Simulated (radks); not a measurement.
# Mo in [Kr] 4d5 5s1: an all-electron calculation

An exercise on one series of results from a longer session: the logs are not shown, and one member is left open.

The numbers are computed with radks (a radial shooting solver on a logarithmic mesh, Libxc functionals) version 1 (Dirac Kohn-Sham, PBEsol, spin-unpolarised, spherical densities, finite nucleus; open shells fill j = l - 1/2 first), except any that are marked as measured or tabulated.

## The atom as given

| Item | Value |
| --- | --- |
| element | molybdenum (Z = 42) |
| charge | 0 |
| electrons | 42 |
| configuration | [Kr] 4d5 5s1 |
| nuclear rms radius | 4.4091 fm |

The first run:

The run's settings:

```text
Z 42
configuration [Kr] 4d5 5s1
relativity Dirac
functional pbe_sol,pbe_sol
spin unpolarised
j_filling energy
nucleus finite rms 4.4091 fm
c 137.035999084
```

One table of the session follows, with a row left open; its other results are not shown here.

It belongs to the step «Orbitals and density». From the orbitals of this run (lengths in bohr):

| level | <r> | outermost maximum (interpolated) | 90 % within | nodes |
| --- | --- | --- | --- | --- |
| 1s1/2 | 0.03518 | 0.0229 | 0.0630 | 0 |
| 2s1/2 | 0.1535 | 0.130 | 0.238 | 1 |
| 2p1/2 | 0.1308 | 0.101 | 0.214 | 0 |
| 2p3/2 | 0.1354 | 0.105 | 0.220 | 0 |
| 3s1/2 | 0.4290 | 0.384 | 0.634 | 2 |
| 3p1/2 | 0.4236 | 0.371 | 0.641 | 1 |
| 3p3/2 | 0.4341 | 0.380 | 0.656 | 1 |
| 3d3/2 | 0.4134 | 0.321 | 0.661 | 0 |
| 3d5/2 | 0.4169 | 0.324 | 0.666 | 0 |
| 4s1/2 | 1.108 | 0.989 | 1.62 | 3 |
| 4p1/2 | 1.217 | 1.05 | 1.81 | 2 |
| 4p3/2 | 1.249 | 1.08 | 1.86 | 2 |
| 5s1/2 | ? | ? | ? | ? |
| 4d3/2 | 1.988 | 1.38 | 3.32 | 1 |
| 4d5/2 | 2.021 | 1.39 | 3.38 | 1 |

Q: Estimate the row for 5s1/2 from the others.

As computed: <r>: 3.572; outermost maximum (interpolated): 2.94; 90 % within: 5.38; nodes: 4. In the column «<r>» it is the highest.

To keep in mind: Spin polarisation and multiplet splitting are left out.
